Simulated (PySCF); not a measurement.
**C5H4O2: electronic excitations and core binding energies**

What electronic excitations and core binding energies should C5H4O2 (`C=C1C=C1OC=O`) show?

Programs: PySCF 2.14.0, with density-fitted response routines of our own. Each step states its level of theory. These are calculated values for one molecule in the gas phase, unless marked as measured. Atoms count from 0, in the outputs and in this text.

### 1 The molecule as given

11 atoms, charge 0, multiplicity 1; geometry from: GFN2-xTB.

Bonds of the start (Å): C0–C1 1.31, C1–C2 1.46, C2–C3 1.33, C3–O4 1.34, O4–C5 1.35, C5–O6 1.19, C3–C1 1.44, C0–H7 1.08, C0–H8 1.08, C2–H9 1.06, C5–H10 1.10.

### 2 Excited states and response: PBE0/def2-SVPD

Job settings and geometry (Å):

```
{"job": {"kind": "uv", "xc": "PBE0", "basis": "def2-SVPD", "nstates": 8, "ntriplets": 3}, "charge": 0, "multiplicity": 1}
C     -2.403553    -0.555573    -0.266436
C     -1.230350    -0.037924     0.001282
C     -0.355290     0.985254     0.570519
C      0.212303    -0.046278    -0.041682
O      1.327089    -0.677269    -0.436283
C      2.515761    -0.125849    -0.129523
O      2.689241     0.888499     0.468804
H     -3.310269    -0.064244     0.038420
H     -2.500707    -1.484587    -0.799552
H     -0.244350     1.900278     1.099197
H      3.305550    -0.779636    -0.530709
```

Level: TDDFT PBE0/def2-SVPD, vertical, gas phase, core orbitals frozen in the response.

**Question.** This job is followed by: delta-SCF UKS SCAN, pcX-2 on the ionised atom, pcseg-1 elsewhere, spin-free X2C. Predict these results of the whole session: lowest singlet (PBE0/def2-SVPD); brightest single state of those computed; lowest triplet; C1s binding energies, SCAN/pcX-2 (standing for 3 of 5 atoms); O1s binding energies, SCAN/pcX-2 (standing for 1 of 2 atoms).

**Answer**, as computed:

```
                                                    quantity                               value
                             lowest singlet (PBE0/def2-SVPD)         3.98 eV (311 nm), f = 0.045
                    brightest single state of those computed         state 3, 5.49 eV, f = 0.072
                                              lowest triplet                             3.21 eV
C1s binding energies, SCAN/pcX-2 (standing for 3 of 5 atoms)  C1 291.39, C2 291.10, C0 289.39 eV
O1s binding energies, SCAN/pcX-2 (standing for 1 of 2 atoms)                        O4 540.96 eV
```

What this shows: The first singlet state (HOMO→LUMO 0.99) lies at 3.98 eV and is weak; of the 8 states computed, the strongest absorption comes from state 3 at 5.49 eV. The lowest triplet lies 0.77 eV below the lowest singlet (triplets in Tamm-Dancoff, singlets in full TDDFT). The C1s levels kept as sound span 2.00 eV, from C0 (terminal =CH2 carbon) up to C1 (fully substituted alkene carbon). Only 3 of the 5 C atoms are covered by sound results.
